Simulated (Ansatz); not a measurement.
**NaTlS2 (I-III-VI2 ordering on zincblende lattice): Wannier functions and tight-binding models**

Where do the localised orbitals of NaTlS2 (I-III-VI2 ordering on zincblende lattice) sit, how far are they spread, and how do the settings change that? The runs, in order: PBE, anion s p, 4×4×4; PBE, anion s p, 4×4×2; PBE, anion s p, 6×6×4; PBE, anion p, 4×4×4; PBE, cation s and anion p, disentangled, 4×4×4; r2SCAN, anion s p, 4×4×4; r2SCAN, anion p, 4×4×4; r2SCAN, cation s and anion p, disentangled, 4×4×4; HSE06, anion s p, 4×4×4; HSE06, cation s and anion p, disentangled, 4×4×4 (level, trial orbitals, Wannier mesh).

Program: Ansatz 0.2.0. Level of theory: plane waves, PAW. These are calculated values, not measurements.

2 further runs of the same task are left out: 2 that didn't finish.

**1. The starting structure**

It takes space group P-4m2 (No. 115, tetragonal). The conventional cell has a = 4.104 Å, b = 4.104 Å, c = 6.639 Å, α = 90.00°, β = 90.00°, γ = 90.00°. Na (site symmetry -4m2) has 4 S at 2.73 Å as nearest neighbours. S (site symmetry 2mm) has 2 Tl at 2.55 Å and 2 Na at 2.73 Å as nearest neighbours. Tl (site symmetry -4m2) has 4 S at 2.55 Å as nearest neighbours.

As a file:

```
Na S Tl
1.0
     4.10449    0.00000    0.00000
     0.00000    4.10449    0.00000
     0.00000    0.00000    6.63894
Na S Tl
1 2 1
Cartesian
  0.0000 0.0000 0.0000
  0.0000 2.0522 1.7983
  2.0522 0.0000 4.8407
  2.0522 2.0522 3.3195
```

The cell was relaxed beforehand with r2SCAN; those runs aren't shown. No run includes spin-orbit coupling, which matters for Tl.

**2. PBE, anion s p, 4×4×4**

input.yaml reads:

```yaml
crystal:
  lattice:
    - [4.1044901738, 0.0, 0.0]
    - [0.0, 4.1044901738, 0.0]
    - [0.0, 0.0, 6.6389352781]
  atoms:
    - { symbol: Na, position: [0.0, 0.0, 0.0] }
    - { symbol: S, position: [0.0, 0.5, 0.270866925] }
    - { symbol: Tl, position: [0.5, 0.5, 0.5] }
    - { symbol: S, position: [0.5, 0.0, 0.729133075] }
kpoints:
  mp_grid: { grid: [6, 6, 4] }
  band_path:
    path:
      - [[0.0, 0.0, 0.0], [0.0, 0.5, 0.0], [0.5, 0.5, -5.810185089324e-34], [0.0, 0.0, 0.0], [-8.795677207608e-51, 0.0, 0.5], [-8.795677207608e-51, 0.5, 0.5], [0.5, 0.5, 0.5], [-8.795677207608e-51, 0.0, 0.5]]
      - [[0.0, 0.5, 0.0], [-8.795677207608e-51, 0.5, 0.5]]
      - [[0.5, 0.5, -5.810185089324e-34], [0.5, 0.5, 0.5]]
    npoints: 10
hamiltonian:
  xc: pbe
scf:
  occupations: { method: fixed }
  n_extra_bands: 6
output:
  forces: false
  stress: false
  eigenvalues: true
  wannier:
    kmesh: [4, 4, 4]
    projections: [{ species: S, l: s, shell: 3 }, { species: S, l: p, shell: 3 }]
    minimise: true
    write_hr: true
    conv_tol: 1.0e-08
    max_iter: 3000
```

On the command line:

```
> ansatz run input.yaml --threads 4 --pin off --max-ram 3686MiB --backend cpu --events-out ev --progress --plain --runs-dir out
```

Further steps of the session: PBE, anion s p, 4×4×2; PBE, anion s p, 6×6×4; PBE, anion p, 4×4×4; PBE, cation s and anion p, disentangled, 4×4×4; r2SCAN, anion s p, 4×4×4; r2SCAN, anion p, 4×4×4; r2SCAN, cation s and anion p, disentangled, 4×4×4; HSE06, anion s p, 4×4×4; HSE06, cation s and anion p, disentangled, 4×4×4.

**Question.** What will the summary of the whole plan be? Wanted: total spread, PBE, anion s p, 4×4×4; total spread, PBE, anion s p, 4×4×2; total spread, PBE, anion s p, 6×6×4; total spread, PBE, anion p, 4×4×4; total spread, PBE, cation s and anion p, disentangled, 4×4×4; total spread, r2SCAN, anion s p, 4×4×4; total spread, r2SCAN, anion p, 4×4×4; total spread, r2SCAN, cation s and anion p, disentangled, 4×4×4; total spread, HSE06, anion s p, 4×4×4.

As calculated:

```
                                                       quantity                                 value
                            total spread, PBE, anion s p, 4×4×4             17.70 Å² over 8 functions
                            total spread, PBE, anion s p, 4×4×2             17.17 Å² over 8 functions
                            total spread, PBE, anion s p, 6×6×4             18.56 Å² over 8 functions
                              total spread, PBE, anion p, 4×4×4             14.37 Å² over 6 functions
   total spread, PBE, cation s and anion p, disentangled, 4×4×4             17.70 Å² over 8 functions
                         total spread, r2SCAN, anion s p, 4×4×4             17.30 Å² over 8 functions
                           total spread, r2SCAN, anion p, 4×4×4             14.09 Å² over 6 functions
total spread, r2SCAN, cation s and anion p, disentangled, 4×4×4             17.67 Å² over 8 functions
                          total spread, HSE06, anion s p, 4×4×4             17.61 Å² over 8 functions
 total spread, HSE06, cation s and anion p, disentangled, 4×4×4             17.58 Å² over 8 functions
                                       centres of the first set  0.35 to 0.77 Å from the nearest atom
```

In words: With PBE, anion s p, 4×4×4 the 8 functions move off the atoms, with a mean spread of 2.21 Å²; 94 % of the total is gauge invariant. The total spread goes from 17.17 Å² on 4×4×2 to 18.56 Å² on 6×6×4: finite differences in k understate it on coarse meshes, while the largest miss of a band goes from 0.09 to 0.04 eV. On one set and mesh the functional gives 17.70 (PBE), 17.30 (r2SCAN), 17.61 (HSE06) Å². The disentangled models miss some band by up to 0.9 eV, which may lie outside their frozen windows.
